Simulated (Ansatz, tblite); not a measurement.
**C₂₄H₁₈O₈S₆: one state, many levels**

Aim: run the singlet of C₂₄H₁₈O₈S₆ at one geometry on many levels, and compare frontier levels, spin and run time.

Program: Ansatz 0.2.0, Gaussian basis. Level of theory: as each input shows. These are calculated values, not measurements.

The runs, in order: GFN1-xTB, GFN2-xTB, PBE-D4/def2-SVP, r2SCAN-D4/def2-SVP.

1 further run of the same task is left out (set aside as unsound or not needed). Runs told in other sessions of the task aren't counted.

## 1. The geometry

The geometry is that of the singlet, from an earlier relaxation (PBE-D4/def2-SVP).

56 atoms, charge 0, spin multiplicity 1.

Bond lengths: S1–C2 1.754 Å, S1–H39 1.371 Å, C2–S3 1.753 Å, C2–C34 1.391 Å, S3–C4 1.755 Å, C4–C5 1.440 Å, C4–C33 1.395 Å, C5–S6 1.759 Å, C5–C28 1.395 Å, S6–C7 1.759 Å, C7–C8 1.432 Å, C7–C27 1.396 Å, C8–S9 1.759 Å, C8–C22 1.396 Å, S9–C10 1.759 Å, C10–C11 1.440 Å, C10–C21 1.395 Å, C11–S12 1.755 Å and more. Angles: C2–S1–H39 98.3°, S1–C2–S3 122.1°, S1–C2–C34 127.5°, S3–C2–C34 110.3°, C2–S3–C4 92.9°, S3–C4–C5 121.4°, S3–C4–C33 109.9°, C5–C4–C33 128.7°, C4–C5–S6 120.6°, C4–C5–C28 129.0°, S6–C5–C28 110.3°, C5–S6–C7 92.8°, S6–C7–C8 122.7°, S6–C7–C27 109.6°, C8–C7–C27 127.7°, C7–C8–S9 122.8°, C7–C8–C22 127.6°, S9–C8–C22 109.6° and more.

PBE0-D4/def2-SVP was run before; its log isn't repeated, and its numbers join the tables.

## 2. GFN1-xTB

Tight binding, by tblite at 300 K electronic temperature and without a spin-polarisation term:

```python
tblite.interface.Calculator('GFN1-xTB', numbers, positions, charge=0, uhf=0).singlepoint()
```

Energy -3271.8090 eV, HOMO -9.82 eV, LUMO -8.01 eV; 0.3 s.

## 3. GFN2-xTB

Tight binding, by tblite at 300 K electronic temperature and without a spin-polarisation term:

```python
tblite.interface.Calculator('GFN2-xTB', numbers, positions, charge=0, uhf=0).singlepoint()
```

Energy -3063.7289 eV, HOMO -9.55 eV, LUMO -7.84 eV; 0.3 s.

## 4. PBE-D4/def2-SVP

start.molden holds the orbitals of an earlier run on this state, given as this run's starting guess.

The input, in.yaml:

```yaml
crystal:
  periodic: [false, false, false]
  atoms:
    - {symbol: S, position_ang: [7.498219, 3.880075, 1.674773]}
    - {symbol: C, position_ang: [6.440129, 2.563360, 1.202468]}
    - {symbol: S, position_ang: [4.713604, 2.599849, 1.506070]}
    - {symbol: C, position_ang: [4.472152, 0.997132, 0.832385]}
    - {symbol: C, position_ang: [3.163083, 0.400580, 0.767881]}
    - {symbol: S, position_ang: [1.748328, 1.380520, 0.406369]}
    - {symbol: C, position_ang: [0.663029, -0.000351, 0.499661]}
    - {symbol: C, position_ang: [-0.752614, 0.113865, 0.313850]}
    - {symbol: S, position_ang: [-1.837661, -1.268010, 0.393565]}
    - {symbol: C, position_ang: [-3.261294, -0.274132, 0.113078]}
    - {symbol: C, position_ang: [-4.572326, -0.867265, 0.057752]}
    - {symbol: S, position_ang: [-5.016290, -2.202326, 1.107453]}
    - {symbol: C, position_ang: [-6.634537, -2.303943, 0.439586]}
    - {symbol: S, position_ang: [-7.817849, -3.449838, 1.042250]}
    - {symbol: C, position_ang: [-6.817140, -1.326278, -0.532956]}
    - {symbol: C, position_ang: [-5.650290, -0.525526, -0.759161]}
    - {symbol: O, position_ang: [-5.606156, 0.444378, -1.718573]}
    - {symbol: C, position_ang: [-6.914615, 0.861709, -2.107434]}
    - {symbol: C, position_ang: [-7.802801, -0.342118, -2.395447]}
    - {symbol: O, position_ang: [-7.972833, -1.155534, -1.230781]}
    - {symbol: C, position_ang: [-2.895232, 1.062941, -0.039542]}
    - {symbol: C, position_ang: [-1.488575, 1.272763, 0.058777]}
    - {symbol: O, position_ang: [-0.911303, 2.505150, -0.060846]}
    - {symbol: C, position_ang: [-1.859688, 3.565577, 0.089010]}
    - {symbol: C, position_ang: [-3.130757, 3.270535, -0.698526]}
    - {symbol: O, position_ang: [-3.774101, 2.090332, -0.215169]}
    - {symbol: C, position_ang: [1.396973, -1.154584, 0.780441]}
    - {symbol: C, position_ang: [2.795554, -0.932789, 0.946165]}
    - {symbol: O, position_ang: [3.655748, -1.932394, 1.291877]}
    - {symbol: C, position_ang: [3.098639, -3.226178, 1.055133]}
    - {symbol: C, position_ang: [1.672161, -3.316117, 1.584450]}
    - {symbol: O, position_ang: [0.819982, -2.386106, 0.909673]}
    - {symbol: C, position_ang: [5.692967, 0.468492, 0.413008]}
    - {symbol: C, position_ang: [6.803679, 1.347463, 0.632496]}
    - {symbol: O, position_ang: [8.078104, 1.022014, 0.283984]}
    - {symbol: C, position_ang: [8.141165, -0.104825, -0.595265]}
    - {symbol: C, position_ang: [7.182700, -1.204701, -0.157194]}
    - {symbol: O, position_ang: [5.831865, -0.745260, -0.195601]}
    - {symbol: H, position_ang: [7.506331, 4.563717, 0.486340]}
    - {symbol: H, position_ang: [-7.644017, -4.428698, 0.098516]}
    - {symbol: H, position_ang: [-7.368432, 1.487102, -1.303564]}
    - {symbol: H, position_ang: [-6.794356, 1.483398, -3.016213]}
    - {symbol: H, position_ang: [-7.354390, -0.948613, -3.216455]}
    - {symbol: H, position_ang: [-8.816317, -0.020593, -2.706466]}
    - {symbol: H, position_ang: [-1.367932, 4.485764, -0.282272]}
    - {symbol: H, position_ang: [-2.106290, 3.700731, 1.167387]}
    - {symbol: H, position_ang: [-2.887076, 3.152835, -1.779921]}
    - {symbol: H, position_ang: [-3.858997, 4.097623, -0.586609]}
    - {symbol: H, position_ang: [3.111681, -3.449739, -0.036871]}
    - {symbol: H, position_ang: [3.753094, -3.953512, 1.574357]}
    - {symbol: H, position_ang: [1.246454, -4.322929, 1.407007]}
    - {symbol: H, position_ang: [1.661956, -3.110228, 2.679669]}
    - {symbol: H, position_ang: [9.189571, -0.462064, -0.575229]}
    - {symbol: H, position_ang: [7.893524, 0.213931, -1.634358]}
    - {symbol: H, position_ang: [7.244268, -2.071647, -0.843903]}
    - {symbol: H, position_ang: [7.438919, -1.545535, 0.872904]}
basis:
  gaussian: {orbitals: def2-SVP, fitting: {mean_field: def2-universal-jkfit}, initial_orbitals: start.molden}
hamiltonian: {xc: pbe, dispersion: d4}
scf: {omitted_lower_state_checks: [starts]}
output: {orbitals: {seedname: orbitals}}
```

On the command line:

```console
$ ansatz run in.yaml --threads 2 --pin off --events-out ev --progress --plain --max-ram 32768MiB --backend cuda --devices 0, --max-vram 18GiB
```

Further steps of the session: r2SCAN-D4/def2-SVP.

Q: Predict the results of all the runs planned. Wanted: gap in def2-SVP, named functionals, smallest and largest; binding an atom, functionals in def2-SVP.

The runs gave:

| quantity | value |
| --- | --- |
| gap in def2-SVP, named functionals, smallest and largest | 1.90 eV (PBE-D4), 3.27 eV (PBE0-D4) |
| binding an atom, functionals in def2-SVP | 4.93 (r2SCAN-D4) to 5.15 eV (PBE-D4) |

Over the named functionals in def2-SVP the gap runs from 1.90 eV (PBE-D4) to 3.27 eV (PBE0-D4); exact exchange widens it.
